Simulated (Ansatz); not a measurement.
**FH₄IOSi₂: up Jacob's ladder to CCSD(T)**

The task here is to estimate one member of a computed series from the others.

The runs use Ansatz 0.2.0, Gaussian basis; functionals in def2-TZVPP, the program's frozen cores in correlated methods.

Levels to be run: LDA (SPW92), PBE-D4, revPBE-D4, BLYP-D4, r2SCAN-D4, B97M-V, PBE0-D4, B3LYP-D4, r2SCANh-D4, r2SCAN0-D4, HSE06-D4, BHLYP-D4, CAM-B3LYP-D4, LC-ωPBE, ωB97X-V, ωB97M-V, B2PLYP, PBE-QIDH; CCSD(T)/def2-SVP; CCSD(T)/def2-TZVPP; MP2/def2-QZVPP; extrapolation to the limit; RPA on PBE.

**The geometry**

The geometry comes from an earlier relaxation with PBE0-D4 in a triple-zeta def2 set; it is a stationary point, not always the lowest conformer. I takes the def2 core potential; no spin-orbit term is included.

SMILES `O[SiH](F)[SiH2]I`, 9 atoms, charge 0, spin multiplicity 1.

Atoms are counted from 1 here; the program's logs count them from 0.

Bond lengths: O1–Si2 1.629 Å, O1–H6 0.962 Å, Si2–F3 1.599 Å, Si2–Si4 2.350 Å, Si2–H7 1.478 Å, Si4–I5 2.461 Å, Si4–H8 1.483 Å, Si4–H9 1.485 Å. Angles: Si2–O1–H6 117.1°, O1–Si2–F3 111.4°, O1–Si2–Si4 109.0°, O1–Si2–H7 106.6°, F3–Si2–Si4 106.4°, F3–Si2–H7 107.4°, Si4–Si2–H7 116.0°, Si2–Si4–I5 103.7°, Si2–Si4–H8 114.9°, Si2–Si4–H9 113.2°, I5–Si4–H8 107.8°, I5–Si4–H9 107.2°, H8–Si4–H9 109.6°.

The first run:

Input file in.yaml:

```yaml
crystal:
  periodic: [false, false, false]
  atoms:
    - {symbol: O, position_ang: [0.989421, 1.648092, -0.499688]}
    - {symbol: Si, position_ang: [1.079946, 0.027727, -0.356918]}
    - {symbol: F, position_ang: [1.144470, -0.681303, -1.788178]}
    - {symbol: Si, position_ang: [-0.872496, -0.759159, 0.686911]}
    - {symbol: I, position_ang: [-2.639132, 0.702466, -0.208056]}
    - {symbol: H, position_ang: [0.128816, 2.021932, -0.711818]}
    - {symbol: H, position_ang: [2.350357, -0.265445, 0.340013]}
    - {symbol: H, position_ang: [-1.233707, -2.160302, 0.360021]}
    - {symbol: H, position_ang: [-0.859274, -0.580207, 2.160713]}
basis:
  gaussian: {orbitals: def2-TZVPP}
hamiltonian: {xc: lda}
output: {orbitals: {seedname: orbitals}}
```

The run is started by

```bash
ansatz run in.yaml --threads 4 --pin off --events-out ev --progress --plain --max-ram 10444MiB
```

Steps of the session up to this table: LDA; PBE-D4 (GGA); revPBE-D4 (GGA); BLYP-D4 (GGA); r2SCAN-D4 (meta-GGA); B97M-V (meta-GGA); PBE0-D4 (hybrid); B3LYP-D4 (hybrid); r2SCANh-D4 (hybrid); r2SCAN0-D4 (hybrid); HSE06-D4 (hybrid); BHLYP-D4 (hybrid); CAM-B3LYP-D4 (range-separated); LC-ωPBE (range-separated); ωB97X-V (range-separated); ωB97M-V (range-separated); B2PLYP (double hybrid); PBE-QIDH (double hybrid).

One table of the session follows, with a row left open; its other results are not shown here.

It belongs to the step «Orbital energies across the functionals». 

| functional | HOMO (eV) | LUMO (eV) | gap (eV) |
| --- | --- | --- | --- |
| LDA (SPW92) | -6.78 | -2.46 | 4.32 |
| PBE-D4 | -6.64 | -2.22 | 4.42 |
| revPBE-D4 | -6.59 | -2.12 | 4.47 |
| BLYP-D4 | -6.49 | -2.06 | 4.43 |
| r2SCAN-D4 | -6.93 | -1.98 | 4.95 |
| B97M-V | ? | ? | ? |
| PBE0-D4 | -7.77 | -1.43 | 6.34 |
| B3LYP-D4 | -7.55 | -1.60 | 5.95 |
| r2SCANh-D4 | -7.34 | -1.71 | 5.63 |
| r2SCAN0-D4 | -7.95 | -1.30 | 6.66 |
| HSE06-D4 | -7.38 | -1.80 | 5.58 |
| BHLYP-D4 | -8.75 | -0.53 | 8.22 |
| CAM-B3LYP-D4 | -9.00 | -0.40 | 8.60 |
| LC-ωPBE | -10.29 | 0.68 | 10.97 |
| ωB97X-V | -9.98 | 0.58 | 10.56 |
| ωB97M-V | -9.81 | 0.34 | 10.15 |

Estimate the missing values for B97M-V.

**Answer.** HOMO (eV): -6.97; LUMO (eV): -2.04; gap (eV): 4.94. In the column «HOMO (eV)» it lies between r2SCANh-D4 (-7.34) and r2SCAN-D4 (-6.93).
